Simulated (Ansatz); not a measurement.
# Ge: the cost of one run

All numbers are computed with the Python package of Ansatz 0.2.0. Level of theory: DFT r2SCAN, plane waves, PAW.

### Step 1. The structure

The structure is orthorhombic, space group Cmmm (No. 65). Conventional cell: a = 2.794 Å, b = 5.201 Å, c = 2.698 Å, α = 90.00°, β = 90.00°, γ = 90.00°. Ge (site symmetry mmm) is surrounded by 8 Ge at 2.70 to 2.95 Å.

No structure file is read: the coordinates are typed or built in the script.

### Step 2. The script

ge_vcrelax.py

```python
import logging
import sys

import ansatz
from ase import Atoms
from ase.data import atomic_numbers
from ase.io import write
from ase.neighborlist import neighbor_list
import numpy as np
from pymatgen.core import Lattice, Structure
from pymatgen.io.ase import AseAtomsAdaptor
import spglib

logging.basicConfig(stream=sys.stdout, format="[%(levelname)s] %(message)s")
log = logging.getLogger("calc")
log.setLevel(logging.INFO)

def edges_and_angles(cell):
    cell = np.asarray(cell)
    a, b, c = np.linalg.norm(cell, axis=1)
    cosines = cell[1] @ cell[2] / (b * c), cell[0] @ cell[2] / (a * c), cell[0] @ cell[1] / (a * b)
    return (a, b, c, *np.degrees(np.arccos(cosines)))


def main() -> None:
    pmg_structure = Structure(
        Lattice([[1.397149, -2.600516, 0.0], [1.397149, 2.600516, 0.0], [0.0, 0.0, 2.698231]]),
        ["Ge"],
        [
            [0.5, 0.5, 0.0],
        ],
    )
    crystal = ansatz.Crystal.from_ase(AseAtomsAdaptor.get_atoms(pmg_structure))

    calculation = (
        crystal.calculation()
        .functional(ansatz.Functional.R2SCAN)
        .pseudopotentials("paw")
        .basis(530)
        .kpoints(13, 13, 12)
        .occupations("Marzari-Vanderbilt", width=0.1)
        .relax(force_tolerance=0.01, max_steps=100, cell=True)
    )
    steps = []


    def follow(event):
        if event["event"] != "relax_step":
            return
        row = event["data"]
        steps.append(row)
        log.info(f"step {row['step']:3d}  E = {row['lagrangian_ev']:.5f} eV  largest force component = {row['allowed_force_max_ev_ang']:.4f} eV/A  P = {row['pressure_gpa']:.3f} GPa")


    done = calculation.session().plan(threads=1).execute(on_event=follow)
    r = done.report

    first, last = steps[0], steps[-1]
    symbols = [site.symbol for site in done.lattice.sites]
    log.info(f"energy gained {first['lagrangian_ev'] - last['lagrangian_ev']:.4f} eV in {len(steps) - 1} steps")
    for label, vectors in (("before", first["cell_ang"]), ("after", done.lattice.cell_ang)):
        print(label, "a b c (A) {:.4f} {:.4f} {:.4f}  angles {:.2f} {:.2f} {:.2f}".format(*edges_and_angles(vectors)), f" V = {abs(np.linalg.det(vectors)):.3f} A^3")
    print("final stress xx yy zz (GPa, compression positive):", np.round(np.diag(r["stress_gpa"]), 3) + 0.0)

    relaxed = Atoms(symbols, positions=[site.position_ang for site in done.lattice.sites], cell=done.lattice.cell_ang, pbc=True)
    write("relaxed.vasp", relaxed, format="vasp")

    log.info("atom   start x y z (A)              end x y z (A)")
    for symbol, a, b in zip(symbols, first["positions_ang"], last["positions_ang"]):
        print(f"{symbol:3s}", " ".join(f"{v:8.4f}" for v in a), "  ", " ".join(f"{v:8.4f}" for v in b))

    final = Atoms(symbols, positions=last["positions_ang"], cell=done.lattice.cell_ang, pbc=True)
    i, j, d = neighbor_list("ijd", final, 4.5)
    log.info("neighbours within 1.15 times the shortest distance of each atom (A)")
    for atom in range(len(final)):
        near = [m for m in np.argsort(d) if i[m] == atom]
        shell = [m for m in near if d[m] < 1.15 * d[near[0]]]
        print(f"{symbols[atom]}{atom} ({len(shell)}):", ", ".join(f"{symbols[j[m]]} {d[m]:.3f}" for m in shell))

    fractions = [site.position_frac for site in done.lattice.sites]
    numbers = [atomic_numbers[s] for s in symbols]
    for tolerance in (1e-3, 1e-2, 1e-1):
        print(f"space group at {tolerance} A:", spglib.get_spacegroup((done.lattice.cell_ang, fractions, numbers), symprec=tolerance))

    energy = r["free_energy_ev"]
    log.info("F of the Ge cell: {:.6f} eV = {:.6f} Ry = {:.6f} Ha".format(energy, energy / 13.605693, energy / 27.211386))
    log.info("Fermi level {:.4f} eV, {} k-points, {} symmetry operations".format(r["fermi_energy_ev"], r["n_kpoints"], r["n_symmetry_ops"]))


if __name__ == "__main__":
    main()
```

### Step 3. Running it

Run with:

```sh
$ python ge_vcrelax.py
```

Q: Estimate wall time and peak memory on 1 thread of Arm Neoverse V2, shared host.

About 45 s, with a peak of 0.61 GiB.
